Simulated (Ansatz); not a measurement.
**C5H2BF7O3: basis-set convergence**

How large a basis does C5H2BF7O3 need? Two functionals are run in growing sets.

Program: Ansatz 0.2.0, Gaussian basis. Level of theory: one geometry, several basis sets. These are calculated values, not measurements.

Plan: PBE0-D4/def2-SVP; ωB97M-V/def2-SVP; PBE0-D4/def2-QZVPP; ωB97M-V/def2-QZVPP; the functionals' def2-TZVPP values are taken from earlier runs.

**1. Structure used throughout**

An earlier PBE0-D4 in a triple-zeta def2 set relaxation fixed the geometry.

SMILES `O[B-]1(F)OC(C(F)(F)F)=CC(C(F)(F)F)=[O+]1`, 18 atoms, charge 0, spin multiplicity 1.

Atoms are counted from 1 here; the program's logs count them from 0.

Bond lengths: O1–B2 1.387 Å, O1–H17 0.958 Å, B2–F3 1.353 Å, B2–O4 1.545 Å, B2–O16 1.545 Å, O4–C5 1.262 Å, C5–C6 1.530 Å, C5–C10 1.384 Å, C6–F7 1.331 Å, C6–F8 1.328 Å, C6–F9 1.327 Å, C10–C11 1.384 Å, C10–H18 1.076 Å, C11–C12 1.530 Å, C11–O16 1.262 Å, C12–F13 1.331 Å, C12–F14 1.327 Å, C12–F15 1.328 Å. Angles: B2–O1–H17 112.7°, O1–B2–F3 119.0°, O1–B2–O4 108.4°, O1–B2–O16 108.4°, F3–B2–O4 107.6°, F3–B2–O16 107.6°, O4–B2–O16 105.1°, B2–O4–C5 122.6°, O4–C5–C6 113.9°, O4–C5–C10 124.7°, C6–C5–C10 121.4°, C5–C6–F7 111.1°, C5–C6–F8 109.9°, C5–C6–F9 110.1°, F7–C6–F8 108.4°, F7–C6–F9 108.5°, F8–C6–F9 108.7°, C5–C10–C11 115.5° and more.

**2. PBE0-D4 in def2-SVP**

The input, in.yaml:

```yaml
crystal:
  periodic: [false, false, false]
  atoms:
    - {symbol: O, position_ang: [1.623639, 0.083306, 2.131329]}
    - {symbol: B, position_ang: [0.320437, -0.306147, 1.861002]}
    - {symbol: F, position_ang: [-0.439232, -0.795266, 2.867730]}
    - {symbol: O, position_ang: [-0.431438, 0.897952, 1.250955]}
    - {symbol: C, position_ang: [-0.512694, 1.089494, 0.006556]}
    - {symbol: C, position_ang: [-1.106817, 2.446393, -0.374717]}
    - {symbol: F, position_ang: [-1.142595, 2.599640, -1.696441]}
    - {symbol: F, position_ang: [-2.345986, 2.545364, 0.093545]}
    - {symbol: F, position_ang: [-0.376232, 3.425576, 0.142446]}
    - {symbol: C, position_ang: [-0.147164, 0.166753, -0.957601]}
    - {symbol: C, position_ang: [0.235288, -1.074572, -0.480623]}
    - {symbol: C, position_ang: [0.513528, -2.241144, -1.429957]}
    - {symbol: F, position_ang: [0.395758, -1.863490, -2.700860]}
    - {symbol: F, position_ang: [1.743846, -2.699780, -1.239970]}
    - {symbol: F, position_ang: [-0.348802, -3.225524, -1.202372]}
    - {symbol: O, position_ang: [0.352030, -1.369599, 0.740499]}
    - {symbol: H, position_ang: [1.863577, -0.041053, 3.050526]}
    - {symbol: H, position_ang: [-0.234642, 0.373494, -2.010248]}
basis:
  gaussian: {orbitals: def2-SVP}
hamiltonian: {xc: pbe0, dispersion: d4}
output: {orbitals: {seedname: orbitals}}
```

Command:

```console
> ansatz run in.yaml --threads 11 --pin off --events-out ev --progress --plain --max-ram 174080MiB --backend cpu
```

The runs that follow: ωB97M-V in def2-SVP; PBE0-D4 in def2-QZVPP; ωB97M-V in def2-QZVPP.

Before running them: what should the planned runs give, taken together? Wanted: PBE0-D4: double and triple zeta above quadruple; ωB97M-V: double and triple zeta above quadruple.

The runs gave:

| quantity | value |
| --- | --- |
| PBE0-D4: double and triple zeta above quadruple | 38.09, 1.55 eV |
| ωB97M-V: double and triple zeta above quadruple | 38.67, 1.44 eV |

In words: PBE0-D4 gains 36.55 eV from double to triple zeta, then 1.55 eV more. These are total energies; as a rule much of such shifts cancels in differences, which this series doesn't test.
